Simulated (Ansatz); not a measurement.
# SrTl: bands on a fine mesh, and optics

Aim: levels on a fine mesh, and what follows from them: optical spectra of independent particles, band edges or the Fermi surface. Runs: cell and atoms relaxed (PAW); reference run (PAW and LAPW); spin-orbit coupling on (PAW and LAPW).

Computed with Ansatz 0.2.0 (DFT PBEsol, frozen-core PAW and all-electron LAPW, scalar-relativistic unless said, unless a step's input says otherwise).

## 1. Starting point

It takes space group Pm-3m (No. 221, cubic). The conventional cell has a = 4.032 Å, b = 4.032 Å, c = 4.032 Å, α = 90.00°, β = 90.00°, γ = 90.00°. Sr (site symmetry m-3m) is surrounded by 8 Tl at 3.49 Å. Tl (site symmetry m-3m) is surrounded by 8 Sr at 3.49 Å.

As a file:

```xyz
2
Lattice="4.0320 0.0000 0.0000 0.0000 4.0320 0.0000 0.0000 0.0000 4.0320" Properties=species:S:1:pos:R:3 pbc="T T T"
Sr    0.0000    0.0000    0.0000
Tl    2.0160    2.0160    2.0160
```

Cartesian axes are those of the input's lattice vectors. The structure goes back to a database entry.

## 2. Cell and atoms relaxed, PAW

The input, input.yaml:

```yaml
crystal:
  lattice:
    - [4.032, 0.0, 0.0]
    - [0.0, 4.032, 0.0]
    - [0.0, 0.0, 4.032]
  atoms:
    - { symbol: Sr, position: [0.0, 0.0, 0.0] }
    - { symbol: Tl, position: [0.5, 0.5, 0.5] }
kpoints:
  mp_grid: { grid: [8, 8, 8] }
scf:
  occupations: { method: fermi_dirac, width: 0.05 }
hamiltonian:
  xc: pbesol
  pseudopotentials: { kind: paw }
relax:
  f_tol: 0.002
  max_steps: 80
  cell: {}
output:
  forces: true
  stress: true
  write_density: true
  write_potential: true
  elf: true
  volumetric_format: npy
```

The run is started by

```bash
> ansatz run input.yaml --threads 1 --pin off --max-ram 3072MiB --backend cpu --events-out ev --progress --plain --runs-dir out
```

## 3. Reference run, fine mesh, PAW

The input, input.yaml:

```yaml
crystal:
  lattice:
    - [4.01826225017, 0.0, 0.0]
    - [0.0, 4.01826225017, 0.0]
    - [0.0, 0.0, 4.01826225017]
  atoms:
    - { symbol: Sr, position: [0.0, 0.0, 0.0] }
    - { symbol: Tl, position: [0.5, 0.5, 0.5] }
kpoints:
  mp_grid: { grid: [8, 8, 8] }
scf:
  occupations: { method: fermi_dirac, width: 0.05 }
hamiltonian:
  xc: pbesol
  pseudopotentials: { kind: paw }
output:
  forces: true
  stress: true
  eigenvalues: true
  eigenstates:
    nscf_kmesh: { grid: [16, 16, 16] }
    de_dk: true
    e_range: [-14, 14]
  optics:
    e_range: [0, 30]
    de: 0.2
    sigma: 0.2
    bands: { spectra_wanted_up_to: 30 }
    nscf_kmesh: { grid: [16, 16, 16] }
    drude_damping: 0.03
checkpoint:
  write: ck
  write_wavefunctions: false
```

## 4. Reference run, fine mesh, LAPW

Edit input.yaml of step 3 so:

```diff
@@ -14,3 +14,3 @@
   xc: pbesol
-  pseudopotentials: { kind: paw }
+  pseudopotentials: { kind: all_electron, lapw: { basis_error: 0.001 } }
 output:
```

## 5. Spin-orbit coupling on, fine mesh, PAW

The input, input.yaml:

```yaml
crystal:
  lattice:
    - [4.01826225017, 0.0, 0.0]
    - [0.0, 4.01826225017, 0.0]
    - [0.0, 0.0, 4.01826225017]
  atoms:
    - { symbol: Sr, position: [0.0, 0.0, 0.0] }
    - { symbol: Tl, position: [0.5, 0.5, 0.5] }
kpoints:
  mp_grid: { grid: [8, 8, 8] }
scf:
  occupations: { method: fermi_dirac, width: 0.05 }
hamiltonian:
  xc: pbesol
  pseudopotentials: { kind: paw_fr }
magnetization:
  noncollinear: true
  spin_orbit: true
output:
  forces: true
  stress: true
  eigenvalues: true
  eigenstates:
    nscf_kmesh: { grid: [10, 10, 10] }
    de_dk: true
    e_range: [-14, 14]
checkpoint:
  write: ck
  write_wavefunctions: false
```

## 6. Spin-orbit coupling on, fine mesh, LAPW

Edit input.yaml of step 5 so:

```diff
@@ -14,3 +14,3 @@
   xc: pbesol
-  pseudopotentials: { kind: paw_fr }
+  pseudopotentials: { kind: all_electron, lapw: { basis_error: 0.001 } }
 magnetization:
```

(Steps that only read results are left out.)

What does the calculation give? Wanted: states at the Fermi level; bare Sommerfeld coefficient; plasma energy; peak of the loss function along x.

The runs gave:

```
                         quantity                      value
  states at the Fermi level (PAW)       0.58 per eV and atom
      bare Sommerfeld coefficient  1.38 mJ/(K² mol of atoms)
          plasma energy (x, y, z)           5.4, 5.4, 5.4 eV
peak of the loss function along x                     9.9 eV
```

Without spin-orbit coupling it is a metal with 3 bands crossing the Fermi level, 0.58 states per eV and atom there and a mean speed of 0.75 × 10⁶ m/s. These are bare band values on this mesh, without coupling to phonons. The spectra hold no excitons and no local fields. Cautions: frozen-core PAW files fitted under PBE, their cores solved anew for the functional of the run; these sums move with the mesh, by several per cent and more for small sheets.
